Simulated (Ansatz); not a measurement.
# AlGa: the cost of one run

Program: Ansatz 0.2.0. Level of theory: DFT PBE, scalar-relativistic, plane waves, PAW. These are calculated values, not measurements.

1 further run of the same task is left out (set aside as unsound or not needed).

**1. The structure to begin with**

The structure is hexagonal, space group P6_3/mmc (No. 194). Conventional cell: a = 4.133 Å, b = 4.133 Å, c = 5.333 Å, α = 90.00°, β = 90.00°, γ = 120.00°. Around Al (site symmetry -3m) lie 2 Al at 2.67 Å and 6 Ga at 2.73 Å. Ga (site symmetry -6m2) is surrounded by 6 Al at 2.73 Å.

Structure file:

```
Al Ga
1.0
     4.13324    0.00000    0.00000
    -2.06662    3.57949    0.00000
     0.00000    0.00000    5.33327
Al Ga
2 2
Cartesian
  0.0000 0.0000 0.0000
  0.0000 0.0000 2.6666
  0.0000 2.3863 1.3333
  2.0666 1.1932 3.9999
```

The cell was relaxed beforehand at this level, from a generated guess; it needn't be the stable form of this composition. At a tolerance of 0.05 Å it has space group P6_3/mmc (No. 194); it has 19.73 Å³/atom, an uncorrected energy of +0.09 eV/atom over the elements.

**2. Bands, states and charges**

The input, input.yaml:

```yaml
crystal:
  lattice:
    - [4.1332379954, 0.0, 0.0]
    - [-2.0666189977, 3.5794891039, 0.0]
    - [0.0, 0.0, 5.3332661]
  atoms:
    - { symbol: Al, position: [0.0, 0.0, 0.0] }
    - { symbol: Al, position: [0.0, 0.0, 0.5] }
    - { symbol: Ga, position: [0.3333333333, 0.6666666667, 0.25] }
    - { symbol: Ga, position: [0.6666666667, 0.3333333333, 0.75] }
basis:
  ecutwfc: 420
kpoints:
  mp_grid: { grid: [12, 12, 10] }
  band_path:
    path:
      - [[0.0, 0.0, 0.0], [0.5, 0.0, 0.0], [0.33333333, 0.33333333, 0.0], [0.0, 0.0, 0.0], [0.0, 0.0, 0.5], [0.5, 0.0, 0.5], [0.33333333, 0.33333333, 0.5], [0.0, 0.0, 0.5]]
      - [[0.5, 0.0, 0.5], [0.5, 0.0, 0.0]]
      - [[0.33333333, 0.33333333, 0.5], [0.33333333, 0.33333333, 0.0]]
    npoints: 14
hamiltonian:
  xc: pbe
scf:
  occupations: { method: gaussian, width: 0.1 }
  n_extra_bands: 10
output:
  forces: true
  stress: true
  eigenvalues: true
  populations: true
  dos: { projected: true, de: 0.02, nscf_kmesh: { grid: [15, 15, 12] } }
  bader: true
  write_density: true
  write_potential: true
  elf: true
  volumetric_format: npy
```

Launch:

```
> ansatz run input.yaml --threads 1 --pin off --max-ram 3072MiB --backend cpu --events-out ev --progress --plain --runs-dir out
```

**Question.** How long does this run take on 1 thread of Intel Xeon Platinum 8488C (Sapphire Rapids), shared host, and how much memory does it need?

About 43 s, with a peak of 0.55 GiB.
